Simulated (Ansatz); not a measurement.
# In2Au: pressure up to the limit of the methods

How does In2Au answer strong compression, and how long do frozen cores keep up with all electrons? Methods of the runs shown: LAPW and crystal datasets. Companion runs by PAW are cited. Its runs: the reference run (LAPW); volume scaled by 1 (crystal datasets); volume scaled by 0.5 (LAPW); volume scaled by 0.45 (LAPW); volume scaled by 0.4 (LAPW and crystal datasets).

Method: DFT PBEsol, with the methods named in each step, in Ansatz 0.2.0.

1 further run of the same task is left out (it didn't finish). Runs told in other sessions of the task aren't counted.

**1. The system as given**

Symmetry: Fm-3m, No. 225, cubic system. Conventional cell: a = 6.502 Å, b = 6.502 Å, c = 6.502 Å, α = 90.00°, β = 90.00°, γ = 90.00°. In (site symmetry -43m) is surrounded by 4 Au at 2.82 Å. Around Au (site symmetry m-3m) lie 8 In at 2.82 Å.

As a file:

```
In Au
1.0
     0.00000    3.25100    3.25100
     3.25100    0.00000    3.25100
     3.25100    3.25100    0.00000
In Au
2 1
Cartesian
  1.6255 1.6255 1.6255
  4.8765 4.8765 4.8765
  0.0000 0.0000 0.0000
```

Whether this phase is the stable one at these pressures isn't tested.

Atoms are numbered in the order of the input: In1, In2, Au3.

**2. The reference volume, LAPW**

File input.yaml:

```yaml
crystal:
  lattice:
    - [0.0, 3.251, 3.251]
    - [3.251, 0.0, 3.251]
    - [3.251, 3.251, 0.0]
  atoms:
    - { symbol: In, position: [0.25, 0.25, 0.25] }
    - { symbol: In, position: [0.75, 0.75, 0.75] }
    - { symbol: Au, position: [0.0, 0.0, 0.0] }
kpoints:
  mp_grid: { grid: [10, 10, 10] }
  band_path:
    path:
      - [0.0, 0.0, 0.0]
      - [0.5, 0.0, 0.5]
      - [0.625, 0.25, 0.625]
      - [0.375, 0.375, 0.75]
      - [0.0, 0.0, 0.0]
      - [0.5, 0.5, 0.5]
      - [0.5, 0.25, 0.75]
      - [0.5, 0.0, 0.5]
    npoints: 14
scf:
  occupations: { method: fermi_dirac, width: 0.05 }
hamiltonian:
  xc: pbesol
  pseudopotentials: { kind: all_electron, lapw: { basis_error: 0.001 } }
output:
  forces: true
  stress: true
  eigenvalues: true
  populations: true
```

On the command line:

```bash
> ansatz run input.yaml --threads 1 --pin off --max-ram 3072MiB --backend cpu --events-out ev --progress --plain --runs-dir out
```

**3. Volume scaled by 1, crystal datasets**

File input.yaml:

```yaml
crystal:
  lattice:
    - [0.0, 3.251, 3.251]
    - [3.251, 0.0, 3.251]
    - [3.251, 3.251, 0.0]
  atoms:
    - { symbol: In, position: [0.25, 0.25, 0.25] }
    - { symbol: In, position: [0.75, 0.75, 0.75] }
    - { symbol: Au, position: [0.0, 0.0, 0.0] }
kpoints:
  mp_grid: { grid: [10, 10, 10] }
scf:
  occupations: { method: fermi_dirac, width: 0.05 }
hamiltonian:
  xc: pbesol
  pseudopotentials: { kind: all_electron, datasets: crystal }
output:
  forces: true
  stress: true
  eigenvalues: true
  efg: { contact_densities: true }
```

**4. Volume scaled by 0.5, LAPW**

File input.yaml:

```yaml
crystal:
  lattice:
    - [0.0, 2.58032041, 2.58032041]
    - [2.58032041, 0.0, 2.58032041]
    - [2.58032041, 2.58032041, 0.0]
  atoms:
    - { symbol: In, position: [0.25, 0.25, 0.25] }
    - { symbol: In, position: [0.75, 0.75, 0.75] }
    - { symbol: Au, position: [0.0, 0.0, 0.0] }
kpoints:
  mp_grid: { grid: [10, 10, 10] }
  band_path:
    path:
      - [0.0, 0.0, 0.0]
      - [0.5, 0.0, 0.5]
      - [0.625, 0.25, 0.625]
      - [0.375, 0.375, 0.75]
      - [0.0, 0.0, 0.0]
      - [0.5, 0.5, 0.5]
      - [0.5, 0.25, 0.75]
      - [0.5, 0.0, 0.5]
    npoints: 6
scf:
  occupations: { method: fermi_dirac, width: 0.05 }
hamiltonian:
  xc: pbesol
  pseudopotentials: { kind: all_electron, lapw: { basis_error: 0.001 } }
output:
  forces: true
  stress: true
  eigenvalues: true
  populations: true
```

**5. Volume scaled by 0.45, LAPW**

Edit input.yaml of step 4 so:

```diff
@@ -2,5 +2,5 @@
   lattice:
-    - [0.0, 2.58032041, 2.58032041]
-    - [2.58032041, 0.0, 2.58032041]
-    - [2.58032041, 2.58032041, 0.0]
+    - [0.0, 2.4912719647, 2.4912719647]
+    - [2.4912719647, 0.0, 2.4912719647]
+    - [2.4912719647, 2.4912719647, 0.0]
   atoms:
```

**6. Volume scaled by 0.4, LAPW**

Edit input.yaml of step 5 so:

```diff
@@ -2,5 +2,5 @@
   lattice:
-    - [0.0, 2.4912719647, 2.4912719647]
-    - [2.4912719647, 0.0, 2.4912719647]
-    - [2.4912719647, 2.4912719647, 0.0]
+    - [0.0, 2.3953572804, 2.3953572804]
+    - [2.3953572804, 0.0, 2.3953572804]
+    - [2.3953572804, 2.3953572804, 0.0]
   atoms:
```

**7. Volume scaled by 0.4, crystal datasets**

File input.yaml:

```yaml
crystal:
  lattice:
    - [0.0, 2.3953572804, 2.3953572804]
    - [2.3953572804, 0.0, 2.3953572804]
    - [2.3953572804, 2.3953572804, 0.0]
  atoms:
    - { symbol: In, position: [0.25, 0.25, 0.25] }
    - { symbol: In, position: [0.75, 0.75, 0.75] }
    - { symbol: Au, position: [0.0, 0.0, 0.0] }
kpoints:
  mp_grid: { grid: [10, 10, 10] }
scf:
  occupations: { method: fermi_dirac, width: 0.05 }
hamiltonian:
  xc: pbesol
  pseudopotentials: { kind: all_electron, datasets: crystal }
output:
  forces: true
  stress: true
  eigenvalues: true
  efg: { contact_densities: true }
```

(Steps that only read results are left out.)

Q: Predict the outcome of this session. Wanted: LAPW pressure at 0.4 of the volume; PAW pressure at 0.4 of the volume; crystal datasets pressure at 0.4 of the volume; fitted bulk modulus at zero pressure.

**Answer**, as computed:

| quantity | value |
| --- | --- |
| LAPW pressure at 0.4 of the volume | 798.4 GPa |
| PAW pressure at 0.4 of the volume | 799.4 GPa |
| crystal datasets pressure at 0.4 of the volume | 798.4 GPa |
| fitted bulk modulus at zero pressure (LAPW) | 96 GPa |
| its pressure derivative | 4.60 |

**Reading.** By LAPW the pressure climbs to 798 GPa at 0.4 of the first volume. One third-order Birch-Murnaghan curve follows these points (B₀ = 96 GPa, B′ = 4.60, misfit at most 1.26 GPa). A fit over so wide a range leans to the high pressures, so B₀ can be off by several per cent. Where LAPW's pressure is over 3 GPa, PAW's departs from it by at most 0.2 %, at 0.45 of the volume. The ions are at rest, and the electrons smeared by 0.05 eV. Spin-orbit coupling is left out, though the cell holds Au; in elements this heavy it can shift bands and gaps by tenths of an eV.

At pressures up to 799 GPa the PAW spheres may overlap and frozen cores may not hold, so those PAW values are rough without an all-electron check.
